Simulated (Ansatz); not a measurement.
# Br₃H₂NSi: up Jacob's ladder to CCSD(T)

One table from this session's results is given with a row withheld; the runs are named, their logs left out.

Program: Ansatz 0.2.0, Gaussian basis. Level of theory: functionals in def2-TZVPP, the program's frozen cores in correlated methods. These are calculated values, not measurements.

Levels to be run: LDA (SPW92), PBE-D4, revPBE-D4, BLYP-D4, r2SCAN-D4, B97M-V, PBE0-D4, B3LYP-D4, r2SCANh-D4, r2SCAN0-D4, HSE06-D4, BHLYP-D4, CAM-B3LYP-D4, LC-ωPBE, ωB97X-V, ωB97M-V, B2PLYP, PBE-QIDH; CCSD(T)/def2-SVP; MP2/def2-TZVPP; MP2/def2-QZVPP; RPA on PBE.

### The geometry

The geometry comes from an earlier relaxation with PBE0-D4 in a triple-zeta def2 set; it is a stationary point, not always the lowest conformer.

7 atoms, charge 0, spin multiplicity 1.

Atoms are counted from 1 here; the program's logs count them from 0.

Bond lengths: N1–Si2 1.686 Å, N1–H6 1.007 Å, N1–H7 1.007 Å, Si2–Br3 2.201 Å, Si2–Br4 2.201 Å, Si2–Br5 2.215 Å. Angles: Si2–N1–H6 120.4°, Si2–N1–H7 120.4°, H6–N1–H7 112.9°, N1–Si2–Br3 107.9°, N1–Si2–Br4 107.9°, N1–Si2–Br5 115.3°, Br3–Si2–Br4 111.5°, Br3–Si2–Br5 107.2°, Br4–Si2–Br5 107.2°.

Set-up of the first run:

The input, in.yaml:

```yaml
crystal:
  periodic: [false, false, false]
  atoms:
    - {symbol: N, position_ang: [0.142483, 0.326817, 1.082039]}
    - {symbol: Si, position_ang: [-0.104374, -0.223577, -0.492560]}
    - {symbol: Br, position_ang: [0.526082, -2.330491, -0.577692]}
    - {symbol: Br, position_ang: [-2.243977, -0.000607, -0.957504]}
    - {symbol: Br, position_ang: [1.022832, 0.860586, -2.061775]}
    - {symbol: H, position_ang: [0.998374, 0.112784, 1.568360]}
    - {symbol: H, position_ang: [-0.280319, 1.186588, 1.393332]}
basis:
  gaussian: {orbitals: def2-TZVPP}
hamiltonian: {xc: lda}
output: {orbitals: {seedname: orbitals}}
```

Started as:

```console
> ansatz run in.yaml --threads 4 --pin off --events-out ev --progress --plain --max-ram 11315MiB
```

Steps of the session up to this table: LDA; PBE-D4 (GGA); revPBE-D4 (GGA); BLYP-D4 (GGA); r2SCAN-D4 (meta-GGA); B97M-V (meta-GGA); B3LYP-D4 (hybrid); r2SCANh-D4 (hybrid); r2SCAN0-D4 (hybrid); HSE06-D4 (hybrid); BHLYP-D4 (hybrid); CAM-B3LYP-D4 (range-separated); LC-ωPBE (range-separated); ωB97X-V (range-separated); ωB97M-V (range-separated); B2PLYP (double hybrid); PBE-QIDH (double hybrid).

One table of the session follows, with a row left open; its other results are not shown here.

It belongs to the step «Frontier levels by functional». 

```
  functional  HOMO (eV)  gap (eV)
 LDA (SPW92)      -6.92      4.99
      PBE-D4      -6.74      5.07
   revPBE-D4      -6.68      5.11
     BLYP-D4      -6.58      5.01
   r2SCAN-D4      -7.09      5.72
      B97M-V      -7.15      5.89
     PBE0-D4      -8.13      7.36
    B3LYP-D4      -7.85      6.83
  r2SCANh-D4      -7.60      6.54
  r2SCAN0-D4      -8.36      7.77
    HSE06-D4      -7.73      6.59
    BHLYP-D4      -9.35      9.57
CAM-B3LYP-D4      -9.48      9.77
     LC-ωPBE          ?         ?
     ωB97X-V     -10.52     11.92
     ωB97M-V     -10.39     11.56
```

Estimate the missing values for LC-ωPBE.

As computed: HOMO (eV): -10.90; gap (eV): 12.41. In the column «HOMO (eV)» it is the lowest.
